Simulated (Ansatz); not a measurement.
# AlCo4 (R-3m) in Ansatz: reference runs

Reference runs on AlCo4: the cell as given and a disturbed copy.

Everything below comes from runs of Ansatz 0.2.0. Logs are shortened: lines on timing, memory, paths and dates and some standing lists are left out, and cuts for length are marked.

## Step 1: Starting point

The structure is trigonal, space group R-3m (No. 166). The conventional cell has a = 2.579 Å, b = 2.579 Å, c = 29.923 Å, α = 90.00°, β = 90.00°, γ = 120.00°. Co (site symmetry 3m) is surrounded by 9 Co at 2.45 to 2.58 Å and 3 Al at 2.52 Å. Around Co (site symmetry 3m) lie 12 Co at 2.45 to 2.58 Å. Around Al (site symmetry -3m) lie 6 Co at 2.52 Å and 6 Al at 2.58 Å.

The cell comes from a database or a generator and needn't be the stable form of this composition.

## Step 2: Single point, PBEsol, collinear spin, ferromagnetic start

input.yaml reads:

```yaml
crystal:
  lattice:
    - [1.2893368271, 0.7443989642, 9.9743618604]
    - [-1.2893368271, 0.7443989642, 9.9743618604]
    - [0.0, -1.4887979284, 9.9743618604]
  atoms:
    - { symbol: Co, position: [0.401145, 0.401145, 0.401145], spin: 2.0 }
    - { symbol: Co, position: [0.799679, 0.799679, 0.799679], spin: 2.0 }
    - { symbol: Co, position: [0.200321, 0.200321, 0.200321], spin: 2.0 }
    - { symbol: Co, position: [0.598855, 0.598855, 0.598855], spin: 2.0 }
    - { symbol: Al, position: [0.0, 0.0, 0.0] }
hamiltonian:
  xc: pbesol
  pseudopotentials: { kind: paw }
magnetization:
  spin_polarized: true
kpoints:
  mp_grid: { grid: [12, 12, 12] }
scf:
  occupations: { method: fermi_dirac, width: 0.05 }
output:
  forces: true
  stress: true
  eigenvalues: true
```

Potentials or basis: Ansatz PAW.

Command:

```bash
ansatz run input.yaml --threads 2 --pin off --max-ram 5632MiB --backend cpu --events-out ev --progress --plain --runs-dir out
```

The log of the run:

```text
Warning: RAYON_NUM_THREADS=2 ignored (pool sized by the plan → 2); use --threads N
basis.fft_grid_basis auto: the FFT boxes are laid along the combinations [[1, 0, -1], [0, 1, -1], [0, 0, 1]] of the cell's own vectors, 2.579, 2.579 and 10.085 Å long. The dense box has 18×18×72 points. Along the cell's own vectors, as sized, it would have 72×72×72, 16.00 times as many. Of the 12 symmetry operations that the crystal satisfies within crystal.symmetry.tolerance (time reversal apart; of a slab, those that keep its plane) the dense box along the cell's own vectors carries 12, and the one as laid loses 8 of those. basis.fft_grid_basis: typed keeps the cell's own vectors: state it where this run's energies or levels are differenced outside the engine with another run's, or held beside a run that keeps those vectors.
Engine: ansatz 0.2.0, x86_64-unknown-linux-gnu
Pseudopotentials: kind: paw
Pseudopotential: Co, paw, valence charge 17, recommended cutoff 420 eV (normal), Co.paw.azcp
Pseudopotential: Al, paw, valence charge 3, recommended cutoff 420 eV (normal), Al.paw.azcp
Functional definition: PBEsol
  exchange = pbesol_x
  correlation = pbesol_c
Crystal: 5 atoms, lattice volume = 57.439 Å³
Basis set: ecut = 420 eV, 1143 PW (Γ), FFT grids on a1−a3, a2−a3, a3, exchange–correlation on 36×36×144 points (8 copies of the dense FFT grid, shifted against one another)
Bands: 48, of which v1, the nominal top of the filled ones, is band 36 counted from 1 (35 counted from 0)
Symmetry: 12 space group operations
Space group: R-3m (ITA 166), of the structure as read, at distance tolerance 3.9e-5 Å
Magnetic group: BNS 166.97 (UNI 1327), of the structure as read, at distance tolerance 3.9e-5 Å
k-points: 189 of 1728
Non-local potential: Co, projectors of the file, l = 0: 3, l = 1: 2, l = 2: 3, l = 3: 1
Non-local potential: Al, projectors of the file, l = 0: 2, l = 1: 2, l = 2: 1
PAW form: soft (Blöchl's): semilocal exchange-correlation on the pseudo side does not see the compensation charge
PAW frozen core: Co, regenerated for the run's functional, and the local potential with it (the file was generated under x = pbe(κ = 0.804, μ = 0.2195149727645171), c = pbe(β = 0.06672455060314922))
PAW frozen core: Al, regenerated for the run's functional, and the local potential with it (the file was generated under x = pbe(κ = 0.804, μ = 0.2195149727645171), c = pbe(β = 0.06672455060314922))
PAW one-centre angular grid: Co, 590 points (default); XC on 64 Gauss nodes
PAW one-centre angular grid: Al, 110 points (default); XC on 64 Gauss nodes
Initial density: superposition of atomic densities (chi_scale 0.1, normalization cell)
Starting moments: Σ|m| = 8 μB on 4 of 5 sites
Initial wavefunctions: pseudopotential atomic-orbital guess
Functional: x = pbesol(κ = 0.804, μ = 0.12345679012345678), c = pbesol(β = 0.046)
SCF iter   1: F=—  HF=-20896.118472 eV  |F-HF|=—  |Δ(HF+E_count)|=         —  Δρ=8.02e-2 (↑8.02e-2 ↓7.07e-2)  dr2=8.02e0  dr2_m=5.64e-1  M=6.470 μB ∫|m|=6.914 μB  β_m=0.30  ethr=3.10e-3  ⟨swp⟩=6.0  Hψ=65312  notcnv=0  defer=54
Mixer restart at iter 1: flushing history
preconditioner: auto → Kerker (q_TF=auto, 2.826 Å⁻¹)  [metal: Δε(μ)=0.001 eV  Ē_g=7.975 eV  σ=0.050 eV  W_gap=0.00  n_scr=14 (ndim 8)  ℏωp=30.6 eV  f_vac=0.000  D(μ)=4.50/eV (n_scr^D=58)]
spin=Collinear: Kerker preconditioning applied to the charge; magnetization (m = ρ↑ − ρ↓) channel mixes plain (no charge-response kernel on spin).
SCF iter   2: F=—  HF=-20893.798082 eV  |F-HF|=—  |Δ(HF+E_count)|=    2.32e0  Δρ=2.97e-2 (↑2.35e-2 ↓2.97e-2)  dr2=6.55e-1  dr2_m=2.75e-1  M=6.462 μB ∫|m|=6.951 μB  β_m=0.35  ethr=3.10e-3  ⟨swp⟩=2.0  Hψ=30721  notcnv=0  defer=1308
SCF iter   3: F=—  HF=-20894.935588 eV  |F-HF|=—  |Δ(HF+E_count)|=    1.14e0  Δρ=2.18e-2 (↑1.43e-2 ↓2.18e-2)  dr2=2.81e-1  dr2_m=1.26e-1  M=6.272 μB ∫|m|=6.813 μB  β_m=0.65  ethr=9.23e-4  ⟨swp⟩=2.0  Hψ=22546  notcnv=0  defer=1275
SCF iter   4: F=—  HF=-20896.374793 eV  |F-HF|=—  |Δ(HF+E_count)|=    1.44e0  Δρ=2.24e-2 (↑1.11e-2 ↓2.24e-2)  dr2=7.01e-1  dr2_m=3.37e-2  M=5.960 μB ∫|m|=6.571 μB  β_m=0.83  ethr=3.95e-4  ⟨swp⟩=2.3  Hψ=28154  notcnv=0  defer=1275
SCF iter   5: F=—  HF=-20896.602785 eV  |F-HF|=—  |Δ(HF+E_count)|=   2.28e-1  Δρ=1.85e-2 (↑1.00e-2 ↓1.85e-2)  dr2=3.32e-1  dr2_m=1.35e-2  M=5.827 μB ∫|m|=6.474 μB  β_m=0.66  ethr=3.95e-4  ⟨swp⟩=3.0  Hψ=39000  notcnv=0  defer=1273
SCF iter   6: F=—  HF=-20896.580358 eV  |F-HF|=—  |Δ(HF+E_count)|=   2.24e-2  Δρ=4.93e-3 (↑2.12e-3 ↓4.93e-3)  dr2=2.72e-2  dr2_m=4.77e-3  M=5.876 μB ∫|m|=6.522 μB  β_m=0.74  ethr=3.95e-4  ⟨swp⟩=2.3  Hψ=30362  notcnv=0  defer=1278
SCF iter   7: F=—  HF=-20896.579538 eV  |F-HF|=—  |Δ(HF+E_count)|=   8.20e-4  Δρ=5.17e-3 (↑4.06e-3 ↓5.17e-3)  dr2=6.53e-2  dr2_m=2.87e-4  M=5.901 μB ∫|m|=6.555 μB  β_m=0.74  ethr=3.82e-5  ⟨swp⟩=2.0  Hψ=30121  notcnv=0  defer=1278
SCF iter   8: F=—  HF=-20896.575649 eV  |F-HF|=—  |Δ(HF+E_count)|=   3.89e-3  Δρ=1.21e-3 (↑1.21e-3 ↓9.88e-4)  dr2=2.07e-3  dr2_m=1.29e-4  M=5.918 μB ∫|m|=6.579 μB  β_m=0.87  ethr=3.82e-5  ⟨swp⟩=2.0  Hψ=27622  notcnv=0  defer=1278
SCF iter   9: F=—  HF=-20896.575426 eV  |F-HF|=—  |Δ(HF+E_count)|=   2.23e-4  Δρ=9.14e-4 (↑2.57e-4 ↓9.14e-4)  dr2=7.27e-4  dr2_m=1.21e-4  M=5.924 μB ∫|m|=6.586 μB  β_m=0.94  ethr=2.92e-6  ⟨swp⟩=2.2  Hψ=30419  notcnv=0  defer=1262
SCF iter  10: F=—  HF=-20896.575449 eV  |F-HF|=—  |Δ(HF+E_count)|=   2.24e-5  Δρ=4.77e-4 (↑2.99e-4 ↓4.77e-4)  dr2=2.08e-4  dr2_m=1.40e-5  M=5.925 μB ∫|m|=6.587 μB  β_m=0.75  ethr=1.02e-6  ⟨swp⟩=1.0  Hψ=18160  notcnv=0  defer=1262
SCF iter  11: F=—  HF=-20896.575422 eV  |F-HF|=—  |Δ(HF+E_count)|=   2.69e-5  Δρ=1.64e-4 (↑3.66e-5 ↓1.64e-4)  dr2=1.21e-5  dr2_m=4.25e-6  M=5.925 μB ∫|m|=6.587 μB  β_m=0.87  ethr=2.93e-7  ⟨swp⟩=2.0  Hψ=24067  notcnv=0  defer=1262
SCF iter  12: F=—  HF=-20896.575416 eV  |F-HF|=—  |Δ(HF+E_count)|=   5.86e-6  Δρ=9.22e-5 (↑2.61e-5 ↓9.22e-5)  dr2=6.12e-6  dr2_m=9.34e-7  M=5.926 μB ∫|m|=6.589 μB  β_m=0.94  ethr=1.71e-8  ⟨swp⟩=2.0  Hψ=26167  notcnv=0  defer=1262
SCF iter  13: F=—  HF=-20896.575418 eV  |F-HF|=—  |Δ(HF+E_count)|=   2.51e-6  Δρ=4.36e-5 (↑1.02e-5 ↓4.36e-5)  dr2=1.22e-6  dr2_m=1.81e-7  M=5.926 μB ∫|m|=6.588 μB  β_m=0.97  ethr=8.62e-9  ⟨swp⟩=1.8  Hψ=21210  notcnv=0  defer=1262
SCF iter  14: F=—  HF=-20896.575418 eV  |F-HF|=—  |Δ(HF+E_count)|=   1.10e-7  Δρ=7.85e-6 (↑2.03e-6 ↓7.85e-6)  dr2=4.39e-8  dr2_m=1.01e-8  M=5.926 μB ∫|m|=6.588 μB  β_m=0.98  ethr=1.71e-9  ⟨swp⟩=2.1  Hψ=23275  notcnv=0  defer=1262
SCF iter  15: F=-20896.575418 eV  HF=-20896.575418 eV  |F-HF|=6.69e-8  |Δ(HF+E_count)|=   3.44e-9  Δρ=6.58e-6 (↑2.52e-6 ↓6.58e-6)  dr2=6.80e-8  dr2_m=2.28e-9  M=5.926 μB ∫|m|=6.588 μB  ethr=6.19e-11  ⟨swp⟩=7.9  Hψ=71207  notcnv=0
SCF 1 converged in 15 iterations: F = -20896.575418 eV  dr2 = 6.80e-8
SCF converged after 15 iterations
Magnetization: 5.9258 μB (38.4629 up, 32.5371 down)
Absolute magnetization: 6.5891 μB (∫|ρ↑−ρ↓|, with the PAW one-centre terms)
Spin contamination: 0.1187 ħ² per cell (⟨S²⟩ above its minimum at these occupations)
Per-site moments (μB) at R_I (Å): [(1.3646228437458399, 1.0123442757361485), (1.7539395593358482, 1.0123442757361485), (1.7539395593358496, 1.0123442757361474), (1.3646228437458399, 1.0123442757361474), (-0.04908685063819088, 1.0381491095406075)]
Free energy (F): -20896.575418 eV
Harris-Foulkes:  -20896.575418 eV  (|F-HF|=6.69e-8)
Internal energy: -20896.530915 eV  (E = F + TS)
E sigma→0 (E₀):  -20896.553166 eV
Entropy (-TS):   -0.044504 eV (-8.901 meV/atom)
Fermi energy:    16.241163 eV
--- Per-component energies (eV) ---
  E_band       = -1102.819712
  E_kinetic    = 1838.696865
  E_local      = -15988.070070  (includes V_loc(G=0)·N_el)
  E_nonlocal   = 1834.808474
  E_hartree    = 7005.436605
  E_xc         = -670.438757
  E_vxc        = -847.135845  (∫ρ·V_xc dr)
  E_paw        = -6385.598033  (= ΣΔE_a)
  E_vpaw       = -1952.009517  (= ΣTr[D̂ρ^β])
  E_aug_tail   = 0.000238  (compensation charges beyond the density's cutoff)
  E_ewald      = -8532.139054
  E_core_change = 0.772816  (= ΣΔE_core)
  E_smearing   = -0.044504  (= −TS)
  E_closure    = 0.000000  (closes the sum)
  Σ components = -20896.575418   (vs F -20896.575418, Δ=0.00e0)
--- Forces (eV/Å), atoms counted from 1 ---
  atom   1  Co     0.00000000    -0.00000000     0.19475905
  atom   2  Co     0.00000000     0.00000000    -0.00101035
  atom   3  Co     0.00000000    -0.00000000     0.00101035
  atom   4  Co     0.00000000     0.00000000    -0.19475905
  atom   5  Al     0.00000000     0.00000000     0.00000000
  max |Σ_I F_I| component: 2.78e-17 eV/Å
--- Stress (GPa, compression-positive) ---
       -7.980575       0.000000       0.000000
        0.000000      -7.980575      -0.000000
        0.000000      -0.000000      -7.356510
  P = ⅓ Tr σ = -7.7726 GPa (-77.726 kbar)
--- Band table (eV; the first three rows and the last of 378) ---
  k-point 0 ↑: bands = ["-79.6379", "-79.6132", "-79.2210", "-79.2209", "-43.0878", "-42.9492", "-42.9406", "-42.9406", "-42.9172", "-42.9172", "-42.5743", "-42.5743", "-42.5743", "-42.5743", "-42.5270", "-42.5218", "5.4134", "8.1475", "8.4696", "10.9980", "11.3461", "13.3143", "13.4496", "13.4496", "13.5502", "13.5502", "13.7001", "13.7859", "13.7859", "13.9075", "13.9075", "13.9706", "14.5640", "14.5640", "14.6460", "14.6460", "14.8001", "15.0854", "15.0854", "15.4110", "15.4110", "21.1298", "24.3369", "31.2495", "31.2495", "31.4474", "32.6676", "33.7316"]
  k-point 1 ↑: bands = ["-79.6360", "-79.6120", "-79.2195", "-79.2195", "-43.0843", "-42.9634", "-42.9439", "-42.9379", "-42.9284", "-42.9194", "-42.5854", "-42.5853", "-42.5771", "-42.5770", "-42.5257", "-42.5211", "5.6165", "8.3460", "8.6990", "11.1493", "11.4985", "13.2191", "13.3586", "13.5282", "13.5385", "13.5411", "13.6085", "13.7179", "13.7977", "13.8615", "13.9779", "13.9903", "14.2896", "14.4899", "14.4974", "14.6821", "14.7549", "15.0900", "15.4185", "15.4653", "15.9370", "21.3773", "24.4253", "28.9128", "30.4015", "31.2842", "32.8162", "33.5876"]
  k-point 2 ↑: bands = ["-79.6307", "-79.6089", "-79.2154", "-79.2154", "-43.0752", "-42.9952", "-42.9591", "-42.9530", "-42.9369", "-42.9257", "-42.6155", "-42.6148", "-42.5845", "-42.5845", "-42.5222", "-42.5193", "6.2172", "8.9245", "9.3467", "11.5542", "11.8647", "12.9747", "13.0475", "13.2386", "13.3027", "13.5819", "13.7125", "13.7916", "13.8348", "13.8775", "14.0410", "14.0861", "14.2118", "14.3254", "14.5007", "14.7162", "14.8047", "15.1007", "15.4376", "16.1912", "16.7331", "22.0559", "24.7080", "25.6133", "29.1588", "30.5346", "30.8667", "31.8165"]
  k-point 188 ↓: bands = ["-77.5922", "-77.5908", "-77.5290", "-77.5041", "-41.1668", "-41.1281", "-40.9773", "-40.9097", "-40.9097", "-40.9074", "-40.9074", "-40.8605", "-40.8605", "-40.8604", "-40.8375", "-40.8375", "5.3669", "7.6810", "9.9731", "10.0007", "12.2630", "13.9229", "15.0538", "15.0712", "15.0712", "15.1287", "15.1287", "15.2733", "15.2980", "15.2980", "15.3206", "15.3206", "15.7495", "16.2823", "16.2823", "16.4442", "16.4442", "16.6487", "16.6487", "17.1387", "17.1387", "20.5495", "27.0608", "28.5820", "31.2032", "31.2032", "33.6675", "33.6675"]
```

Run time: 43 s. Hardware: 2 threads of AMD EPYC 7R43 (Zen 3), shared host; peak memory 1 GiB.

Results:

- Free energy: -20896.5754 eV
- Pressure: -7.8 GPa
- Largest force: 0.195 eV/Å
- Band gap on the k mesh: none (metal or under the smearing width)
- Net moment: 5.93 μB per cell
- Absolute moment: 6.59 μB per cell
- Site moments: Co +1.36, +1.75; Al -0.05 μB

Forces on the atoms (eV/Å):
```
Co   0.000  0.000  0.195
Co   0.000  0.000 -0.001
Co   0.000  0.000  0.001
Co   0.000  0.000 -0.195
Al   0.000  0.000  0.000
```

Stress tensor (GPa, compression positive):
```
-7.98  0.00  0.00
 0.00 -7.98  0.00
 0.00  0.00 -7.36
```

Caveat: the PAW data sets come from PBE, with cores solved anew for the run's functional, which leaves a small shift of forces and pressure.

## Step 3: Single point, PBEsol, collinear spin, ferromagnetic start (atoms moved at random, drawn with an rms of 0.05 Å)

input.yaml reads:

```yaml
crystal:
  lattice:
    - [1.2893368271, 0.7443989642, 9.9743618604]
    - [-1.2893368271, 0.7443989642, 9.9743618604]
    - [0.0, -1.4887979284, 9.9743618604]
  atoms:
    - { symbol: Co, position: [0.401096, 0.419806, 0.381663], spin: 2.0 }
    - { symbol: Co, position: [0.782768, 0.802878, 0.811953], spin: 2.0 }
    - { symbol: Co, position: [0.226989, 0.204345, 0.170837], spin: 2.0 }
    - { symbol: Co, position: [0.598908, 0.594901, 0.603325], spin: 2.0 }
    - { symbol: Al, position: [-0.008936, 0.011778, -0.001775] }
hamiltonian:
  xc: pbesol
  pseudopotentials: { kind: paw }
magnetization:
  spin_polarized: true
kpoints:
  mp_grid: { grid: [12, 12, 12] }
scf:
  occupations: { method: fermi_dirac, width: 0.05 }
output:
  forces: true
  stress: true
  eigenvalues: true
```

Potentials or basis: Ansatz PAW.

Command:

```bash
ansatz run input.yaml --threads 2 --pin off --max-ram 5632MiB --backend cpu --events-out ev --progress --plain --runs-dir out
```

The log of the run:

```text
Warning: RAYON_NUM_THREADS=2 ignored (pool sized by the plan → 2); use --threads N
basis.fft_grid_basis auto: the FFT boxes are laid along the combinations [[1, 0, -1], [0, 1, -1], [0, 0, 1]] of the cell's own vectors, 2.579, 2.579 and 10.085 Å long. The dense box has 18×18×72 points. Along the cell's own vectors, as sized, it would have 72×72×72, 16.00 times as many. basis.fft_grid_basis: typed keeps the cell's own vectors: state it where this run's energies or levels are differenced outside the engine with another run's, or held beside a run that keeps those vectors.
Engine: ansatz 0.2.0, x86_64-unknown-linux-gnu
Pseudopotentials: kind: paw
Pseudopotential: Co, paw, valence charge 17, recommended cutoff 420 eV (normal), Co.paw.azcp
Pseudopotential: Al, paw, valence charge 3, recommended cutoff 420 eV (normal), Al.paw.azcp
[... 73 lines left out ...]
  atom   4  Co    -0.01484424     0.12149185    -0.15627765
  atom   5  Al     0.04284480     0.02804237    -0.11016239
  max |Σ_I F_I| component: 3.28e-6 eV/Å
--- Stress (GPa, compression-positive) ---
       -8.351848      -0.044100       0.014499
       -0.044100      -7.548436       0.546718
        0.014499       0.546716      -7.033040
  P = ⅓ Tr σ = -7.6444 GPa (-76.444 kbar)
--- Band table (eV; the first three rows and the last of 1736) ---
  k-point 0 ↑: bands = ["-79.6416", "-79.6190", "-79.2300", "-79.2107", "-43.0911", "-42.9629", "-42.9449", "-42.9404", "-42.9252", "-42.9171", "-42.5941", "-42.5741", "-42.5737", "-42.5584", "-42.5312", "-42.5123", "5.4012", "8.1727", "8.4547", "11.0027", "11.3441", "13.3169", "13.4517", "13.4723", "13.5382", "13.5632", "13.6542", "13.7633", "13.8072", "13.8479", "13.8877", "14.0497", "14.5339", "14.5483", "14.5722", "14.7270", "14.7943", "15.0472", "15.1560", "15.3686", "15.4192", "21.1846", "24.2832", "31.2414", "31.2493", "31.4747", "32.6380", "33.7148"]
  k-point 1 ↑: bands = ["-79.6397", "-79.6177", "-79.2285", "-79.2092", "-43.0877", "-42.9704", "-42.9484", "-42.9445", "-42.9350", "-42.9206", "-42.5972", "-42.5842", "-42.5768", "-42.5694", "-42.5302", "-42.5114", "5.6043", "8.3693", "8.6860", "11.1551", "11.4978", "13.2124", "13.3690", "13.4858", "13.5401", "13.5582", "13.6314", "13.7265", "13.7869", "13.8388", "13.9674", "14.0075", "14.2488", "14.4725", "14.5117", "14.7088", "14.7415", "15.0535", "15.3800", "15.5228", "15.9340", "21.4272", "24.3749", "28.9125", "30.3987", "31.2985", "32.7889", "33.5935"]
  k-point 2 ↑: bands = ["-79.6347", "-79.6143", "-79.2244", "-79.2052", "-43.0788", "-42.9975", "-42.9677", "-42.9566", "-42.9460", "-42.9277", "-42.6159", "-42.6025", "-42.5991", "-42.5842", "-42.5277", "-42.5091", "6.2048", "8.9447", "9.3372", "11.5620", "11.8724", "12.9811", "13.0262", "13.2219", "13.3137", "13.6049", "13.7282", "13.7792", "13.8045", "13.8856", "14.0211", "14.0916", "14.1967", "14.3259", "14.5126", "14.7326", "14.7668", "15.0695", "15.4084", "16.2366", "16.7279", "22.0906", "24.6661", "25.6215", "29.1552", "30.5190", "30.8707", "31.8212"]
  k-point 867 ↓: bands = ["-77.6055", "-77.5969", "-77.5282", "-77.5052", "-41.1754", "-41.1405", "-40.9767", "-40.9220", "-40.9208", "-40.9150", "-40.9126", "-40.8641", "-40.8633", "-40.8556", "-40.8414", "-40.8359", "5.3534", "7.6912", "9.9824", "9.9923", "12.2665", "13.9189", "15.0156", "15.0747", "15.0851", "15.1292", "15.1380", "15.1723", "15.2862", "15.2928", "15.3395", "15.3874", "15.7461", "16.1864", "16.3523", "16.3909", "16.4457", "16.5755", "16.7708", "17.1063", "17.1340", "20.5939", "26.9752", "28.6411", "31.1909", "31.2029", "33.6505", "33.6710"]
```

Run time: 6 min. Hardware: 2 threads of AMD EPYC 7R43 (Zen 3), shared host; peak memory 3.2 GiB.

Results:

```
Free energy            : -20896.5569 eV
Pressure               : -7.6 GPa
Largest force          : 0.298 eV/Å
Band gap on the k mesh : none (metal or under the smearing width)
Net moment             : 5.92 μB per cell
Absolute moment        : 6.58 μB per cell
Site moments           : Co +1.34, +1.76, +1.37; Al -0.05 μB
```

Forces on the atoms (eV/Å):
```
Co   0.002 -0.141  0.263
Co   0.041  0.156  0.141
Co  -0.071 -0.164 -0.137
Co  -0.015  0.121 -0.156
Al   0.043  0.028 -0.110
```

Stress tensor (GPa, compression positive):
```
-8.35 -0.04  0.01
-0.04 -7.55  0.55
 0.01  0.55 -7.03
```

Levels at points of the mesh, in eV from the Fermi level:
Spin up:
```csv
k point,band 36,band 37,band 38,band 39,band 40,band 41,band 42,band 43
"(0.00, 0.00, 0.00)",-1.51,-1.45,-1.19,-1.08,-0.87,-0.82,4.94,8.04
"(0.00, 0.00, -0.50)",-0.63,-0.59,-0.43,0.85,1.49,1.89,2.63,5.79
"(0.00, -0.50, 0.00)",-0.63,-0.59,-0.32,0.65,1.76,1.77,2.77,5.67
"(0.00, -0.50, -0.50)",-0.59,-0.55,-0.34,0.91,0.99,2.07,2.69,5.54
"(-0.50, 0.00, 0.00)",-0.63,-0.59,-0.28,0.67,1.57,1.87,2.71,5.80
"(-0.50, 0.00, -0.50)",-0.59,-0.51,-0.30,0.85,0.93,2.21,2.71,5.50
"(-0.50, -0.50, 0.00)",-0.59,-0.28,-0.23,0.61,0.95,2.30,2.50,5.49
"(-0.50, -0.50, -0.50)",-1.53,-1.18,-1.07,-0.88,-0.83,-0.64,3.80,10.26
```
Spin down:
```csv
k point,band 30,band 31,band 32,band 33,band 34,band 35
"(0.00, 0.00, 0.00)",-0.95,-0.92,-0.85,-0.77,-0.04,0.12
"(0.00, 0.00, -0.50)",-0.57,-0.48,0.14,0.56,0.85,0.90
"(0.00, -0.50, 0.00)",-0.58,-0.46,0.19,0.79,0.83,0.92
"(0.00, -0.50, -0.50)",-0.72,0.16,0.31,0.76,0.85,0.92
"(-0.50, 0.00, 0.00)",-0.60,-0.38,0.19,0.81,0.84,0.92
"(-0.50, 0.00, -0.50)",-0.68,0.16,0.38,0.80,0.85,0.92
"(-0.50, -0.50, 0.00)",-0.70,0.11,0.48,0.87,0.90,0.91
"(-0.50, -0.50, -0.50)",-0.95,-0.90,-0.85,-0.49,-0.05,0.11
```

Caveat: the PAW data sets come from PBE, with cores solved anew for the run's functional, which leaves a small shift of forces and pressure.
